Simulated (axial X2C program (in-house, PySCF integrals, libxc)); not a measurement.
**RhBr⁺: the levels of the configuration d7 s0 p(π)0**

Which Ω levels does RhBr⁺ have in the configuration d7 s0 p(π)0, and how far apart?

Method: two-component X2C, average-of-configuration Hartree–Fock and CI in the open shells; program: an in-house X2C program for linear molecules on PySCF integrals.

All values are calculated.

## Step 1: Set-up

task.json reads:

```json
{"zs": [45, 35], "q": 1, "bas": ["dyall-v3z", "dyall-v3z"], "r0": 2.39, "metal": 0, "shells": [[2, [0, 1, 2], 7], [0, [0], 0], [1, [1], 0]], "fix": 0, "emax": 3.2, "nroots": 4}
```

Keys: zs atomic numbers; q charge; bas basis sets; r0 starting distance in Å; metal index of the metal atom; shells open shells as [l, |m| values, electrons]; fix electron count of the first shell held; emax energy window in eV; nroots roots for each Ω.

On the command line:

```sh
$ python soci.py task.json out
```

Two-component X2C with atomic mean-field Coulomb and Gaunt terms, basis Rh dyall-v3z, Br dyall-v3z (cores contracted in-house). Orbitals come from Hartree–Fock averaged over the configuration Rh d7 s0 p(π)0; CI then distributes these electrons over the d, s, p(π) shells of Rh.

## Step 2: CI at R = 2.357 Å

Output:

```text
average of configuration d7 s0 p(π)0
basis functions 199  fitting functions 1156
iter      average energy  largest gradient
   1      -7381.481175548   7.62e+00
   2      -7382.529233650   8.82e-01
   3      -7382.568678598   3.78e-01
   4      -7382.569983535   7.53e-02
   5      -7382.570182788   2.82e-02
   6      -7382.570239114   2.29e-02
   7      -7382.570257241   4.56e-03
   8      -7382.570262136   2.51e-03
   9      -7382.570263146   1.33e-03
  10      -7382.570263309   4.47e-04
  11      -7382.570263347   1.20e-04
  12      -7382.570263350   7.23e-05
  13      -7382.570263351   2.82e-05
  14      -7382.570263352   1.39e-05
converged
CI levels
2*Omega        energy/Eh    cm-1   g(par)  dipole/D  leading shell counts
    9     -7382.66055791        0  11.990   -2.120  {'7 0 0': 0.999}
    7     -7382.65560109     1088   8.076   -2.210  {'7 0 0': 0.999}
    5     -7382.65040866     2228   4.298   -2.334  {'7 0 0': 0.999}
    1     -7382.64937994     2453   1.553   -2.454  {'7 0 0': 0.998}
    3     -7382.64834840     2680   4.432   -2.522  {'7 0 0': 0.998}
    5     -7382.64505096     3403   7.412   -2.482  {'7 0 0': 0.998}
    3     -7382.64448513     3528   0.380   -2.321  {'7 0 0': 0.999}
    1     -7382.64029355     4448   1.853   -2.342  {'7 0 0': 0.998}
    7     -7382.63924145     4678   9.899   -2.315  {'7 0 0': 0.998}
    3     -7382.63832782     4879   4.726   -2.275  {'7 0 0': 0.998}
    5     -7382.63441864     5737   6.267   -2.176  {'7 0 0': 0.998}
    1     -7382.63390629     5849   2.191   -2.226  {'7 0 0': 0.998}
    3     -7382.63075397     6541   2.473   -2.152  {'7 0 0': 0.998}
    1     -7382.62830151     7079   1.589   -2.254  {'7 0 0': 0.998}
    5     -7382.61114314    10845   6.007   -2.003  {'7 0 0': 0.998}
    7     -7382.60030680    13224   7.997   -2.163  {'7 0 0': 0.998}
    9     -7382.58131416    17392   9.978   -2.402  {'7 0 0': 0.997}
    7     -7382.57211072    19412   6.214   -2.501  {'7 0 0': 0.997}
    9     -7382.55849384    22400   9.990   -3.194  {'7 0 0': 0.997}
   11     -7382.54411218    25557  12.003   -3.313  {'7 0 0': 0.997}
```

Dipoles in the output refer to the first atom as origin, so for this ion they depend on that choice.

Run time: 2.9 s. Hardware: 1 thread of Arm Neoverse V2, shared host; peak memory 0.37 GiB.

Active spinors (ω > 0; filled shells left out):

```
shell    ω  ε (eV)                     character
    d  3/2  -17.87                     100% Rh d
    d  5/2  -17.53                     100% Rh d
    d  1/2  -16.83            87% Rh d, 11% Br p
    d  3/2  -16.56            86% Rh d, 12% Br p
    d  1/2  -15.93  73% Rh d, 14% Br p, 10% Rh s
    s  1/2   -6.24   63% Rh s, 29% Rh p, 6% Br p
 p(π)  1/2   -3.47                      92% Rh p
 p(π)  3/2   -3.39                      92% Rh p
```

The levels:

| Ω | energy (cm⁻¹) | g∥ | configuration |
| --- | --- | --- | --- |
| 9/2 | 0 | 11.99 | 100% d7 |
| 7/2 | 1088 | 8.08 | 100% d7 |
| 5/2 | 2228 | 4.30 | 100% d7 |
| 1/2 | 2453 | 1.55 | 100% d7 |
| 3/2 | 2680 | 4.43 | 100% d7 |
| 5/2 | 3403 | 7.41 | 100% d7 |
| 3/2 | 3528 | 0.38 | 100% d7 |
| 1/2 | 4448 | 1.85 | 100% d7 |
| 7/2 | 4678 | 9.90 | 100% d7 |
| 3/2 | 4879 | 4.73 | 100% d7 |
| 5/2 | 5737 | 6.27 | 100% d7 |
| 1/2 | 5849 | 2.19 | 100% d7 |
| 3/2 | 6541 | 2.47 | 100% d7 |
| 1/2 | 7079 | 1.59 | 100% d7 |
| 5/2 | 10845 | 6.01 | 100% d7 |
| 7/2 | 13224 | 8.00 | 100% d7 |
| 9/2 | 17392 | 9.98 | 100% d7 |
| 7/2 | 19412 | 6.21 | 100% d7 |
| 9/2 | 22400 | 9.99 | 100% d7 |
| 11/2 | 25557 | 12.00 | 100% d7 |

g∥ is the magnitude of 2⟨Lz + ge Sz⟩ for the +Ω component.

## Step 3: The same at R = 2.451 Å

| Ω | energy (cm⁻¹) | g∥ | configuration |
| --- | --- | --- | --- |
| 9/2 | 0 | 11.99 | 100% d7 |
| 7/2 | 1062 | 8.09 | 100% d7 |
| 5/2 | 2170 | 4.38 | 100% d7 |
| 1/2 | 2192 | 1.59 | 100% d7 |
| 3/2 | 2449 | 4.58 | 100% d7 |
| 5/2 | 3256 | 7.33 | 100% d7 |
| 3/2 | 3461 | 0.39 | 100% d7 |
| 1/2 | 4342 | 1.71 | 100% d7 |
| 7/2 | 4529 | 9.89 | 100% d7 |
| 3/2 | 4656 | 4.59 | 100% d7 |

## Step 4: Curves along the bond

The same input was run at the other distances (logs left out). Energies in cm⁻¹ from the lowest point; levels are followed by energy order within each Ω.

```csv
R (Å),(1)Ω=9/2,(1)Ω=7/2,(1)Ω=5/2,(1)Ω=1/2,(1)Ω=3/2,(2)Ω=5/2,(2)Ω=3/2
2.192,2089,3220,4415,5046,5193,5761,5746
2.275,459,1569,2736,3160,3351,3997,4049
2.357,0,1088,2228,2453,2680,3403,3528
2.451,493,1555,2663,2685,2942,3749,3954
2.546,1764,2800,3879,3725,4006,4886,5166
2.652,3777,4789,5843,5528,5831,6776,7131
2.781,6705,7695,8745,8271,8605,9600,10039
```

Constants where the minimum is well bracketed:

```
level of the curve  Te (cm⁻¹)  Re (Å)  ωe (cm⁻¹)
          (1)Ω=9/2          0   2.356      306.4
          (1)Ω=7/2       1088   2.359      305.0
          (1)Ω=5/2       2226   2.361      303.4
          (1)Ω=1/2       2420   2.381      296.3
          (1)Ω=3/2       2654   2.378      296.6
          (2)Ω=5/2       3394   2.370      299.9
          (2)Ω=3/2       3526   2.362      303.7
```

## Step 5: Summary of results

| quantity | value |
| --- | --- |
| lowest level of the model | Ω = 9/2, g∥ = 11.99, 100% d7 |
| next level | Ω = 7/2, 1088 cm⁻¹ higher |
| lowest curve, Re and ωe | 2.356 Å, 306.4 cm⁻¹ |

In words: In the lowest level ⟨Sz⟩ = 1.49 and ⟨Lz⟩ = 3.01; its leading determinant has weight 1.00 among 463. From 2.357 to 2.451 Å the gap from the lowest to the fifth level goes from 2680 to 2449 cm⁻¹. Without dynamic correlation distances can be off by several hundredths of an Å, and the wavenumbers are rough. There is no dynamic correlation: spin–orbit spacings and, for f shells, spacings inside one term are the most reliable numbers, splittings between terms come out too wide, and energies between configurations are not reliable, so the lowest level need not be the ground state of the molecule. For d shells the ligand-field splittings (σ, π, δ) and their order can be off by a thousand cm⁻¹ or more. At most 4 roots were kept for each Ω > 0 (twice that for Ω = 0) within 3.2 eV of the lowest, so higher up levels can be missing between those listed; levels with Ω > 0 are doubly degenerate and listed once, Ω = 0 levels singly. Some active spinors are only partly of the character that their shell is named for, so the shell names and counts are nominal. States that fill the shells left empty in the average are placed too high.
